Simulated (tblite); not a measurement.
# C2H12N2OSi3: the cost of one run

Programs: tblite 0.8.0 and PySCF 2.14.0, with density-fitted response routines of our own. Each step states its level of theory. These are calculated values for one molecule in the gas phase, unless marked as measured. Atoms are numbered from 0 throughout.

### Step 1. The starting structure

20 atoms, charge 0, multiplicity 1; geometry from: force field or distance geometry start.

Bonds of the start (Å): C0–N1 1.27, N1–C2 1.43, C2–Si3 1.88, Si3–Si4 2.22, Si4–O5 1.72, Si4–N6 1.79, N6–Si7 1.81, C0–H8 1.10, C0–H9 1.11, C2–H10 1.11, C2–H11 1.09, Si3–H12 1.46, Si3–H13 1.49, Si4–H14 1.48, O5–H15 0.99, N6–H16 1.06, Si7–H17 1.47, Si7–H18 1.47, Si7–H19 1.46.

### Step 2. Geometry optimisation with GFN2-xTB

Job settings and geometry (Å):

```
{"job": {"kind": "relax", "xc": "GFN2-xTB", "basis": "xTB"}, "charge": 0, "multiplicity": 1}
C     -4.075600     0.070400     0.424300
N     -3.112300    -0.749500     0.368000
C     -1.768400    -0.251600     0.421600
Si    -0.792200    -1.102600    -0.943100
Si     1.297000    -0.391900    -0.740700
O      1.712800     0.527900    -2.136600
N      1.517100     0.582700     0.749800
Si     3.291400     0.499500     1.084100
H     -3.879800     1.152300     0.497200
H     -5.121300    -0.294800     0.399900
H     -1.751300     0.824600     0.168100
H     -1.269700    -0.399800     1.374500
H     -1.267500    -0.722200    -2.267600
H     -0.870300    -2.581600    -0.807900
H      2.146900    -1.590500    -0.611000
H      1.574300     1.484000    -1.925900
H      1.216600     1.576600     0.549200
H      3.938600     0.532400    -0.240500
H      3.547400    -0.798800     1.713800
H      3.661400     1.643600     1.919700
```

Command:

```console
OMP_NUM_THREADS=1 python probes_run.py task.json out
```

The driver reads the jobs from task.json and runs them one after another.

Q: Estimate the wall time and peak memory of this first job on 1 thread of Arm Neoverse V1, shared host.

About 2.6 s, with a peak of 0.18 GiB.
